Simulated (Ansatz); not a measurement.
# CH3BCl2: the cost of one run

Method: the settings change from run to run; program: Ansatz 0.2.0, Gaussian basis.

## (1) The geometry

The geometry comes from an earlier relaxation with PBE0-D4 in a triple-zeta def2 set; it is a stationary point, not always the lowest conformer.

SMILES `ClBCCl`, 7 atoms, charge 0, spin multiplicity 1.

Atoms are counted from 1 here; the program's logs count them from 0.

Bond lengths: Cl1–B2 1.743 Å, B2–C3 1.562 Å, B2–H5 1.190 Å, C3–Cl4 1.803 Å, C3–H6 1.088 Å, C3–H7 1.088 Å. Angles: Cl1–B2–C3 120.2°, Cl1–B2–H5 118.1°, C3–B2–H5 121.6°, B2–C3–Cl4 96.5°, B2–C3–H6 115.9°, B2–C3–H7 116.8°, Cl4–C3–H6 107.2°, Cl4–C3–H7 107.6°, H6–C3–H7 111.1°.

As a file:

```xyz
7
charge 0, multiplicity 1
Cl   -2.22866    0.09123    0.31471
B    -0.66871    0.30350   -0.43256
C     0.63661    0.00959    0.37367
Cl    0.91907   -1.64226   -0.29266
H    -0.63479    0.63878   -1.57378
H     1.50254    0.61464    0.11233
H     0.53523   -0.08348    1.45248
```

## (2) r2SCAN50/pcseg-2

Options: finite nuclei, D3(BJ) dispersion, the search for lower states set to light.

in.yaml reads:

```yaml
crystal:
  periodic: [false, false, false]
  atoms:
    - {symbol: Cl, position_ang: [-2.228660, 0.091235, 0.314713]}
    - {symbol: B, position_ang: [-0.668712, 0.303495, -0.432555]}
    - {symbol: C, position_ang: [0.636607, 0.009587, 0.373674]}
    - {symbol: Cl, position_ang: [0.919075, -1.642255, -0.292658]}
    - {symbol: H, position_ang: [-0.634786, 0.638782, -1.573783]}
    - {symbol: H, position_ang: [1.502544, 0.614636, 0.112330]}
    - {symbol: H, position_ang: [0.535233, -0.083479, 1.452479]}
basis:
  gaussian: {orbitals: pcseg-2, nuclear_model: gaussian}
hamiltonian: {xc: {name: r2SCAN50}, dispersion: d3bj}
scf: {lower_state_search: light}
```

Run with:

```bash
ansatz run in.yaml --threads 2 --pin off --events-out ev --progress --plain --max-ram 4352MiB
```

Q: Estimate wall time and peak memory on 2 threads of Arm Neoverse V1, shared host.

About 4.3 s, with a peak of 0.29 GiB.
